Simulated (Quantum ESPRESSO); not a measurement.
Here is a Quantum ESPRESSO 7.5 calculation.

Contents of pw.in:

```
&CONTROL
  calculation = 'scf'
  prefix = 'pwscf'
  outdir = './tmp'
  pseudo_dir = './pseudo'
  tprnfor = .true.
  tstress = .true.
  disk_io = 'low'
/
&SYSTEM
  ibrav = 0
  nat = 2
  ntyp = 2
  ecutwfc = 66
  nbnd = 17
  occupations = 'smearing'
  smearing = 'fd'
  degauss = 0.00367493
/
&ELECTRONS
  conv_thr = 4d-10
  electron_maxstep = 120
  mixing_beta = 0.5
/
ATOMIC_SPECIES
Bi   208.9804 Bi.upf
S     32.0600 S.upf
CELL_PARAMETERS angstrom
   4.0029443400    0.0000000000    0.0000000000
   0.0000000000    4.0029443400    0.0000000000
   0.0000000000    0.0000000000    4.0029443400
ATOMIC_POSITIONS crystal
Bi     0.5000000000    0.5000000000    0.5000000000
S      0.0000000000    0.0000000000    0.0000000000
K_POINTS automatic
6 6 6 0 0 0
```

nscf.in

```
&CONTROL
  calculation = 'nscf'
  prefix = 'pwscf'
  outdir = './tmp'
  pseudo_dir = './pseudo'
  disk_io = 'low'
/
&SYSTEM
  ibrav = 0
  nat = 2
  ntyp = 2
  ecutwfc = 66
  nbnd = 21
  occupations = 'smearing'
  smearing = 'fd'
  degauss = 0.00367493
  nosym = .true.
  noinv = .true.
/
&ELECTRONS
  conv_thr = 1d-09
  electron_maxstep = 120
  mixing_beta = 0.5
  diago_full_acc = .true.
  startingwfc = 'random'
/
ATOMIC_SPECIES
Bi   208.9804 Bi.upf
S     32.0600 S.upf
CELL_PARAMETERS angstrom
   4.0029443400    0.0000000000    0.0000000000
   0.0000000000    4.0029443400    0.0000000000
   0.0000000000    0.0000000000    4.0029443400
ATOMIC_POSITIONS crystal
Bi     0.5000000000    0.5000000000    0.5000000000
S      0.0000000000    0.0000000000    0.0000000000
K_POINTS crystal
64
  0.00000000   0.00000000   0.00000000 1.56250000e-02
  0.00000000   0.00000000   0.25000000 1.56250000e-02
  0.00000000   0.00000000   0.50000000 1.56250000e-02
  0.00000000   0.00000000   0.75000000 1.56250000e-02
  0.00000000   0.25000000   0.00000000 1.56250000e-02
  0.00000000   0.25000000   0.25000000 1.56250000e-02
  0.00000000   0.25000000   0.50000000 1.56250000e-02
  0.00000000   0.25000000   0.75000000 1.56250000e-02
  0.00000000   0.50000000   0.00000000 1.56250000e-02
  0.00000000   0.50000000   0.25000000 1.56250000e-02
  0.00000000   0.50000000   0.50000000 1.56250000e-02
  0.00000000   0.50000000   0.75000000 1.56250000e-02
  0.00000000   0.75000000   0.00000000 1.56250000e-02
  0.00000000   0.75000000   0.25000000 1.56250000e-02
  0.00000000   0.75000000   0.50000000 1.56250000e-02
  0.00000000   0.75000000   0.75000000 1.56250000e-02
  0.25000000   0.00000000   0.00000000 1.56250000e-02
  0.25000000   0.00000000   0.25000000 1.56250000e-02
  0.25000000   0.00000000   0.50000000 1.56250000e-02
  0.25000000   0.00000000   0.75000000 1.56250000e-02
  0.25000000   0.25000000   0.00000000 1.56250000e-02
  0.25000000   0.25000000   0.25000000 1.56250000e-02
  0.25000000   0.25000000   0.50000000 1.56250000e-02
  0.25000000   0.25000000   0.75000000 1.56250000e-02
  0.25000000   0.50000000   0.00000000 1.56250000e-02
  0.25000000   0.50000000   0.25000000 1.56250000e-02
  0.25000000   0.50000000   0.50000000 1.56250000e-02
  0.25000000   0.50000000   0.75000000 1.56250000e-02
  0.25000000   0.75000000   0.00000000 1.56250000e-02
  0.25000000   0.75000000   0.25000000 1.56250000e-02
  0.25000000   0.75000000   0.50000000 1.56250000e-02
  0.25000000   0.75000000   0.75000000 1.56250000e-02
  0.50000000   0.00000000   0.00000000 1.56250000e-02
  0.50000000   0.00000000   0.25000000 1.56250000e-02
  0.50000000   0.00000000   0.50000000 1.56250000e-02
  0.50000000   0.00000000   0.75000000 1.56250000e-02
  0.50000000   0.25000000   0.00000000 1.56250000e-02
  0.50000000   0.25000000   0.25000000 1.56250000e-02
  0.50000000   0.25000000   0.50000000 1.56250000e-02
  0.50000000   0.25000000   0.75000000 1.56250000e-02
  0.50000000   0.50000000   0.00000000 1.56250000e-02
  0.50000000   0.50000000   0.25000000 1.56250000e-02
  0.50000000   0.50000000   0.50000000 1.56250000e-02
  0.50000000   0.50000000   0.75000000 1.56250000e-02
  0.50000000   0.75000000   0.00000000 1.56250000e-02
  0.50000000   0.75000000   0.25000000 1.56250000e-02
  0.50000000   0.75000000   0.50000000 1.56250000e-02
  0.50000000   0.75000000   0.75000000 1.56250000e-02
  0.75000000   0.00000000   0.00000000 1.56250000e-02
  0.75000000   0.00000000   0.25000000 1.56250000e-02
  0.75000000   0.00000000   0.50000000 1.56250000e-02
  0.75000000   0.00000000   0.75000000 1.56250000e-02
  0.75000000   0.25000000   0.00000000 1.56250000e-02
  0.75000000   0.25000000   0.25000000 1.56250000e-02
  0.75000000   0.25000000   0.50000000 1.56250000e-02
  0.75000000   0.25000000   0.75000000 1.56250000e-02
  0.75000000   0.50000000   0.00000000 1.56250000e-02
  0.75000000   0.50000000   0.25000000 1.56250000e-02
  0.75000000   0.50000000   0.50000000 1.56250000e-02
  0.75000000   0.50000000   0.75000000 1.56250000e-02
  0.75000000   0.75000000   0.00000000 1.56250000e-02
  0.75000000   0.75000000   0.25000000 1.56250000e-02
  0.75000000   0.75000000   0.50000000 1.56250000e-02
  0.75000000   0.75000000   0.75000000 1.56250000e-02
```

File pw2wan.in:

```
&INPUTPP
  prefix = 'pwscf'
  outdir = './tmp'
  seedname = 'w'
  write_mmn = .true.
  write_amn = .true.
/
```

File bands.in:

```
&CONTROL
  calculation = 'bands'
  prefix = 'pwscf'
  outdir = './tmp'
  pseudo_dir = './pseudo'
  disk_io = 'low'
/
&SYSTEM
  ibrav = 0
  nat = 2
  ntyp = 2
  ecutwfc = 66
  nbnd = 21
  occupations = 'smearing'
  smearing = 'fd'
  degauss = 0.00367493
/
&ELECTRONS
  conv_thr = 1d-08
  electron_maxstep = 120
  mixing_beta = 0.5
  diago_full_acc = .true.
  startingwfc = 'random'
/
ATOMIC_SPECIES
Bi   208.9804 Bi.upf
S     32.0600 S.upf
CELL_PARAMETERS angstrom
   4.0029443400    0.0000000000    0.0000000000
   0.0000000000    4.0029443400    0.0000000000
   0.0000000000    0.0000000000    4.0029443400
ATOMIC_POSITIONS crystal
Bi     0.5000000000    0.5000000000    0.5000000000
S      0.0000000000    0.0000000000    0.0000000000
K_POINTS crystal
71
  0.00000000   0.00000000   0.00000000 1
  0.00000000   0.05555600   0.00000000 1
  0.00000000   0.11111100   0.00000000 1
  0.00000000   0.16666700   0.00000000 1
  0.00000000   0.22222200   0.00000000 1
  0.00000000   0.27777800   0.00000000 1
  0.00000000   0.33333300   0.00000000 1
  0.00000000   0.38888900   0.00000000 1
  0.00000000   0.44444400   0.00000000 1
  0.00000000   0.50000000   0.00000000 1
  0.05555600   0.50000000   0.00000000 1
  0.11111100   0.50000000   0.00000000 1
  0.16666700   0.50000000   0.00000000 1
  0.22222200   0.50000000   0.00000000 1
  0.27777800   0.50000000   0.00000000 1
  0.33333300   0.50000000   0.00000000 1
  0.38888900   0.50000000   0.00000000 1
  0.44444400   0.50000000   0.00000000 1
  0.50000000   0.50000000   0.00000000 1
  0.46153800   0.46153800   0.00000000 1
  0.42307700   0.42307700   0.00000000 1
  0.38461500   0.38461500   0.00000000 1
  0.34615400   0.34615400   0.00000000 1
  0.30769200   0.30769200   0.00000000 1
  0.26923100   0.26923100   0.00000000 1
  0.23076900   0.23076900   0.00000000 1
  0.19230800   0.19230800   0.00000000 1
  0.15384600   0.15384600   0.00000000 1
  0.11538500   0.11538500   0.00000000 1
  0.07692300   0.07692300   0.00000000 1
  0.03846200   0.03846200   0.00000000 1
  0.00000000   0.00000000   0.00000000 1
  0.03125000   0.03125000   0.03125000 1
  0.06250000   0.06250000   0.06250000 1
  0.09375000   0.09375000   0.09375000 1
  0.12500000   0.12500000   0.12500000 1
  0.15625000   0.15625000   0.15625000 1
  0.18750000   0.18750000   0.18750000 1
  0.21875000   0.21875000   0.21875000 1
  0.25000000   0.25000000   0.25000000 1
  0.28125000   0.28125000   0.28125000 1
  0.31250000   0.31250000   0.31250000 1
  0.34375000   0.34375000   0.34375000 1
  0.37500000   0.37500000   0.37500000 1
  0.40625000   0.40625000   0.40625000 1
  0.43750000   0.43750000   0.43750000 1
  0.46875000   0.46875000   0.46875000 1
  0.50000000   0.50000000   0.50000000 1
  0.46153800   0.50000000   0.46153800 1
  0.42307700   0.50000000   0.42307700 1
  0.38461500   0.50000000   0.38461500 1
  0.34615400   0.50000000   0.34615400 1
  0.30769200   0.50000000   0.30769200 1
  0.26923100   0.50000000   0.26923100 1
  0.23076900   0.50000000   0.23076900 1
  0.19230800   0.50000000   0.19230800 1
  0.15384600   0.50000000   0.15384600 1
  0.11538500   0.50000000   0.11538500 1
  0.07692300   0.50000000   0.07692300 1
  0.03846200   0.50000000   0.03846200 1
  0.00000000   0.50000000   0.00000000 1
  0.50000000   0.50000000   0.00000000 1
  0.50000000   0.50000000   0.05555600 1
  0.50000000   0.50000000   0.11111100 1
  0.50000000   0.50000000   0.16666700 1
  0.50000000   0.50000000   0.22222200 1
  0.50000000   0.50000000   0.27777800 1
  0.50000000   0.50000000   0.33333300 1
  0.50000000   0.50000000   0.38888900 1
  0.50000000   0.50000000   0.44444400 1
  0.50000000   0.50000000   0.50000000 1
```

Contents of w.win:

```
num_wann = 8
num_bands = 16
guiding_centres = true
dis_froz_max = 9.73
dis_num_iter = 600
dis_mix_ratio = 0.5
dis_conv_tol = 1.0d-9
num_iter = 1200
search_shells = 100
kmesh_tol = 1.0d-4
conv_tol = 1.0d-8
conv_window = 4
num_print_cycles = 200
fermi_energy = 6.7322
bands_plot = true
write_hr = true
mp_grid = 4 4 4
exclude_bands = 1-5
begin projections
Bi: s;p
S: s;p
end projections
begin unit_cell_cart
ang
  4.0029443400   0.0000000000   0.0000000000
  0.0000000000   4.0029443400   0.0000000000
  0.0000000000   0.0000000000   4.0029443400
end unit_cell_cart
begin atoms_frac
Bi   0.5000000000   0.5000000000   0.5000000000
S    0.0000000000   0.0000000000   0.0000000000
end atoms_frac
begin kpoint_path
G   0.0000000000   0.0000000000   0.0000000000  X   0.0000000000   0.5000000000   0.0000000000
X   0.0000000000   0.5000000000   0.0000000000  M   0.5000000000   0.5000000000   0.0000000000
M   0.5000000000   0.5000000000   0.0000000000  G   0.0000000000   0.0000000000   0.0000000000
G   0.0000000000   0.0000000000   0.0000000000  R   0.5000000000   0.5000000000   0.5000000000
R   0.5000000000   0.5000000000   0.5000000000  X   0.0000000000   0.5000000000   0.0000000000
M   0.5000000000   0.5000000000   0.0000000000  R   0.5000000000   0.5000000000   0.5000000000
end kpoint_path
bands_num_points = 9
begin kpoints
  0.00000000   0.00000000   0.00000000
  0.00000000   0.00000000   0.25000000
  0.00000000   0.00000000   0.50000000
  0.00000000   0.00000000   0.75000000
  0.00000000   0.25000000   0.00000000
  0.00000000   0.25000000   0.25000000
  0.00000000   0.25000000   0.50000000
  0.00000000   0.25000000   0.75000000
  0.00000000   0.50000000   0.00000000
  0.00000000   0.50000000   0.25000000
  0.00000000   0.50000000   0.50000000
  0.00000000   0.50000000   0.75000000
  0.00000000   0.75000000   0.00000000
  0.00000000   0.75000000   0.25000000
  0.00000000   0.75000000   0.50000000
  0.00000000   0.75000000   0.75000000
  0.25000000   0.00000000   0.00000000
  0.25000000   0.00000000   0.25000000
  0.25000000   0.00000000   0.50000000
  0.25000000   0.00000000   0.75000000
  0.25000000   0.25000000   0.00000000
  0.25000000   0.25000000   0.25000000
  0.25000000   0.25000000   0.50000000
  0.25000000   0.25000000   0.75000000
  0.25000000   0.50000000   0.00000000
  0.25000000   0.50000000   0.25000000
  0.25000000   0.50000000   0.50000000
  0.25000000   0.50000000   0.75000000
  0.25000000   0.75000000   0.00000000
  0.25000000   0.75000000   0.25000000
  0.25000000   0.75000000   0.50000000
  0.25000000   0.75000000   0.75000000
  0.50000000   0.00000000   0.00000000
  0.50000000   0.00000000   0.25000000
  0.50000000   0.00000000   0.50000000
  0.50000000   0.00000000   0.75000000
  0.50000000   0.25000000   0.00000000
  0.50000000   0.25000000   0.25000000
  0.50000000   0.25000000   0.50000000
  0.50000000   0.25000000   0.75000000
  0.50000000   0.50000000   0.00000000
  0.50000000   0.50000000   0.25000000
  0.50000000   0.50000000   0.50000000
  0.50000000   0.50000000   0.75000000
  0.50000000   0.75000000   0.00000000
  0.50000000   0.75000000   0.25000000
  0.50000000   0.75000000   0.50000000
  0.50000000   0.75000000   0.75000000
  0.75000000   0.00000000   0.00000000
  0.75000000   0.00000000   0.25000000
  0.75000000   0.00000000   0.50000000
  0.75000000   0.00000000   0.75000000
  0.75000000   0.25000000   0.00000000
  0.75000000   0.25000000   0.25000000
  0.75000000   0.25000000   0.50000000
  0.75000000   0.25000000   0.75000000
  0.75000000   0.50000000   0.00000000
  0.75000000   0.50000000   0.25000000
  0.75000000   0.50000000   0.50000000
  0.75000000   0.50000000   0.75000000
  0.75000000   0.75000000   0.00000000
  0.75000000   0.75000000   0.25000000
  0.75000000   0.75000000   0.50000000
  0.75000000   0.75000000   0.75000000
end kpoints
```

Potentials or basis: PseudoDojo 0.4.1 SR PBE standard.

Command:

```sh
$ OMP_NUM_THREADS=1 pw.x -in pw.in > pw.out
$ OMP_NUM_THREADS=1 pw.x -in nscf.in > nscf.out
$ wannier90.x -pp w
$ OMP_NUM_THREADS=1 pw2wannier90.x -in pw2wan.in > pw2wan.out
$ wannier90.x w
$ OMP_NUM_THREADS=1 pw.x -in bands.in > bands.out
```

Problem. Predict the total Wannier spread.

Solution. 14.80 Å² over 8 functions.

Problem. Predict the RMS miss of the Wannier bands.

Solution. 0.023 eV.

Problem. What does it give for the pressure?

Solution. -10.9 GPa.

Wannier functions:
| function | nearest atom | distance (Å) | spread (Å²) | on-site energy from the reference level (eV) |
| --- | --- | --- | --- | --- |
| 1 | 1 Bi | 0.00 | 1.39 | -10.65 |
| 2 | 1 Bi | 0.00 | 2.56 | -0.17 |
| 3 | 1 Bi | 0.00 | 2.56 | -0.17 |
| 4 | 1 Bi | 0.00 | 2.56 | -0.17 |
| 5 | 2 S | 0.00 | 0.94 | -11.55 |
| 6 | 2 S | 0.00 | 1.59 | -1.52 |
| 7 | 2 S | 0.00 | 1.59 | -1.52 |
| 8 | 2 S | 0.00 | 1.59 | -1.52 |
